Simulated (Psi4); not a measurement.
# CH3InO (In(CO)H3) at M06-L/def2-SVP (core potential, sweep point 4)

Aim: the vertical electron affinity of CH3InO (In(CO)H3) at M06-L/def2-SVP (core potential, sweep point 4), from 2 runs. Input form: a Python script.

The results are computed with Psi4 1.11.

4 further runs of the same task are left out: 4 set aside as unsound or not needed.

**1. Starting point**

CH3InO: 6 atoms, total charge 0, spin state singlet. SMILES: `[H][In]([H])([H])<-[C-]#[O+]`. Geometry: a GFN1-xTB relaxation, a rough one for these elements and not checked as a minimum.

Bond lengths: In1–C2 2.441 Å, C2–O3 1.120 Å, In1–H4 1.701 Å, In1–H5 1.700 Å, In1–H6 1.701 Å. Angles: In1–C2–O3 178.1°, C2–In1–H4 93.1°, C2–In1–H5 94.1°, C2–In1–H6 93.2°, H4–In1–H5 119.8°, H4–In1–H6 119.5°, H5–In1–H6 119.7°.

**2. The energy at M06-L/def2-SVP (core potential, sweep point 4)**

calc.py reads:

```python
import psi4

psi4.set_memory(1600000000)
psi4.set_num_threads(1)
psi4.core.set_output_file('output.dat', False)

m = psi4.geometry("""
0 1
In    -0.014220    -0.000860    -0.949190
C      0.011440     0.017450     1.491920
O      0.045080    -0.004700     2.611200
H      1.683720     0.000680    -1.058710
H     -0.869060     1.463800    -1.072380
H     -0.856960    -1.476380    -1.022840
units angstrom
symmetry c1
""")

psi4.set_options({
    'basis': 'def2-SVP',
    'puream': True,
    'scf_type': 'pk',
    'dft_radial_points': 50,
    'dft_spherical_points': 194,
})

result = psi4.energy("M06-L")
print('E =', round(result, 9))
for k, v in sorted(psi4.core.scalar_variables().items()):
    print(f'{k:45s} {v:18.10f}')
```

The run is started by

```console
$ python calc.py
```

output.dat:

```text
[...]
    !!!  WARNING: ECP capability is in beta. Please check occupations closely.  !!!
[...]
  Running in c1 symmetry.
[...]
  Nuclear repulsion =  101.357920285658309
[...]
  Multiplicity = 1
[...]
  Nalpha       = 19
  Nbeta        = 19
[...]
    Number of basis functions: 69
[...]
   @RKS iter   1:  -305.14462450838971   -1.13088e+00   5.45885e-03 ADIIS/DIIS
[...]
   @RKS iter   8:  -305.22936572392598   -4.30636e-08   6.89114e-07 DIIS
[...]
    Orbital Energies [Eh]
    ---------------------
    Doubly Occupied:
       1A    -19.125323     2A    -10.221336     3A     -4.559619
       4A     -2.989911     5A     -2.977405     6A     -2.977374
       7A     -1.165213     8A     -0.706340     9A     -0.697207
      10A     -0.697201    11A     -0.694140    12A     -0.694093
      13A     -0.574836    14A     -0.490819    15A     -0.490795
      16A     -0.448614    17A     -0.342443    18A     -0.254538
      19A     -0.254450
[...]
  @RKS Final Energy:  -305.22936572392598
   => Energetics <=
    Nuclear Repulsion Energy =            101.3579202856583095
    One-Electron Energy =                -691.7721738456560843
    Two-Electron Energy =                 317.0206323438238769
    DFT Exchange-Correlation Energy =     -31.8357445077521000
    Empirical Dispersion Energy =           0.0000000000000000
    VV10 Nonlocal Energy =                  0.0000000000000000
    Total Energy =                       -305.2293657239259801
[...]
 Multipole Moments:
 ------------------------------------------------------------------------------------
     Multipole            Electronic (a.u.)      Nuclear  (a.u.)        Total (a.u.)
 ------------------------------------------------------------------------------------
 L = 1.  Multiply by 2.5417464519 to convert [e a0] to [Debye]
 Dipole X            :         -0.5637294            0.5696358            0.0059065
 Dipole Y            :         -0.0501637            0.0586625            0.0084987
 Dipole Z            :        -37.9417269           38.6363226            0.6945957
 Magnitude           :                                                    0.6946728
[...]
```

On the terminal:

```text
E = -305.229365724
CURRENT ENERGY                                   -305.2293657239
CURRENT REFERENCE ENERGY                         -305.2293657239
DD SOLVATION ENERGY                                 0.0000000000
DFT FUNCTIONAL TOTAL ENERGY                      -305.2293657239
DFT TOTAL ENERGY                                 -305.2293657239
DFT VV10 ENERGY                                     0.0000000000
DFT XC ENERGY                                     -31.8357445078
GRID ELECTRONS ALPHA                               19.0000060864
GRID ELECTRONS BETA                                19.0000060864
GRID ELECTRONS TOTAL                               38.0000121727
NUCLEAR REPULSION ENERGY                          101.3579202857
ONE-ELECTRON ENERGY                              -691.7721738457
PCM POLARIZATION ENERGY                             0.0000000000
PE ENERGY                                           0.0000000000
SCF ITERATION ENERGY                             -305.2293657239
SCF ITERATIONS                                      8.0000000000
SCF TOTAL ENERGY                                 -305.2293657239
TWO-ELECTRON ENERGY                               317.0206323438
XC GRID RADIAL POINTS                              50.0000000000
XC GRID SPHERICAL POINTS                          194.0000000000
XC GRID TOTAL POINTS                            56723.0000000000
```

It took 3.6 s on 1 thread of Intel Xeon Platinum 8488C (Sapphire Rapids), shared host; peak memory 0.49 GiB.

**3. The doublet anion**

ch3ino.py reads:

```python
import psi4

psi4.set_memory('1600 MB')
psi4.set_num_threads(1)
psi4.set_output_file('run.log', False)

mol = psi4.geometry("""
-1 2
In    -0.014220    -0.000860    -0.949190
C      0.011440     0.017450     1.491920
O      0.045080    -0.004700     2.611200
H      1.683720     0.000680    -1.058710
H     -0.869060     1.463800    -1.072380
H     -0.856960    -1.476380    -1.022840
symmetry c1
""")

psi4.set_options({
    'basis': 'def2-SVP',
    'reference': 'uks',
    'puream': True,
    'scf_type': 'pk',
    'dft_radial_points': 50,
    'dft_spherical_points': 194,
    'maxiter': 150,
})

e_tot = psi4.energy("m06-l")
print('E =', round(e_tot, 9))
```

The run is started by

```console
$ python ch3ino.py
```

run.log:

```text
[...]
    !!!  WARNING: ECP capability is in beta. Please check occupations closely.  !!!
[...]
  Running in c1 symmetry.
[...]
  Nuclear repulsion =  101.357920285658309
[...]
  Multiplicity = 2
[...]
  Nalpha       = 20
  Nbeta        = 19
[...]
    Number of basis functions: 69
[...]
   @UKS iter   1:  -304.98548719088569   -9.71745e-01   8.54613e-03 DIIS/ADIIS
[...]
   @UKS iter  22:  -305.20154002128299   -2.82274e-08   1.57695e-07 DIIS
[...]
   @S^2 Observed:                7.526083264E-01
[...]
    Orbital Energies [Eh]
    ---------------------
    Alpha Occupied:
       1A    -18.826263     2A     -9.913521     3A     -4.366359
       4A     -2.792768     5A     -2.786613     6A     -2.785621
       7A     -0.885584     8A     -0.508898     9A     -0.504918
      10A     -0.504233    11A     -0.501727    12A     -0.501187
      13A     -0.314696    14A     -0.228419    15A     -0.221912
      16A     -0.220055    17A     -0.127311    18A     -0.076200
      19A     -0.074467    20A      0.134653
    Alpha Virtual:
      21A      0.142099    22A      0.155217    23A      0.238175
      24A      0.238461    25A      0.240170    26A      0.306583
[...]
  @UKS Final Energy:  -305.20154002128299
   => Energetics <=
    Nuclear Repulsion Energy =            101.3579202856583095
    One-Electron Energy =                -700.2371127449603136
    Two-Electron Energy =                 325.7979226857487447
    DFT Exchange-Correlation Energy =     -32.1202702477297493
    Empirical Dispersion Energy =           0.0000000000000000
    VV10 Nonlocal Energy =                  0.0000000000000000
    Total Energy =                       -305.2015400212829945
[...]
 Multipole Moments:
 ------------------------------------------------------------------------------------
     Multipole            Electronic (a.u.)      Nuclear  (a.u.)        Total (a.u.)
 ------------------------------------------------------------------------------------
 L = 1.  Multiply by 2.5417464519 to convert [e a0] to [Debye]
 Dipole X            :         -0.6063783            0.5696358           -0.0367425
 Dipole Y            :         -0.0098071            0.0586625            0.0488554
 Dipole Z            :        -39.1562867           38.6363226           -0.5199641
 Magnitude           :                                                    0.5235451
[...]
```

Standard output:

```text
E = -305.201540021
```

Run time: 8.1 s. Hardware: 1 thread of Intel Xeon Platinum 8488C (Sapphire Rapids), shared host; peak memory 0.49 GiB.

**4. What came out**

At M06-L/def2-SVP (core potential, sweep point 4):

| quantity | value |
| --- | --- |
| singlet CH3InO: total energy | -305.22937 Eh |
| singlet CH3InO: dipole moment | 1.77 D |
| singlet CH3InO: HOMO energy | -6.92 eV |
| singlet CH3InO: LUMO energy | -2.75 eV |
| singlet CH3InO: HOMO–LUMO gap | 4.18 eV |
| doublet anion: total energy | -305.20154 Eh |
| doublet anion: HOMO energy (highest over α and β) | 3.66 eV |
| doublet anion: LUMO energy (lowest over α and β) | 3.87 eV |
| doublet anion: ⟨S²⟩ | 0.753 |
| vertical electron affinity (to the doublet anion) | -0.757 eV |

**Reading.** The anion lies 0.76 eV (17.5 kcal/mol) above the neutral: the electron isn't bound at this level, and such a value depends on the basis. Without diffuse functions anions come out too high. The HOMO (doublet anion) lies at positive energy, 3.66 eV, as semi-local functionals often give for anions; only total energies tell whether the electron is bound.
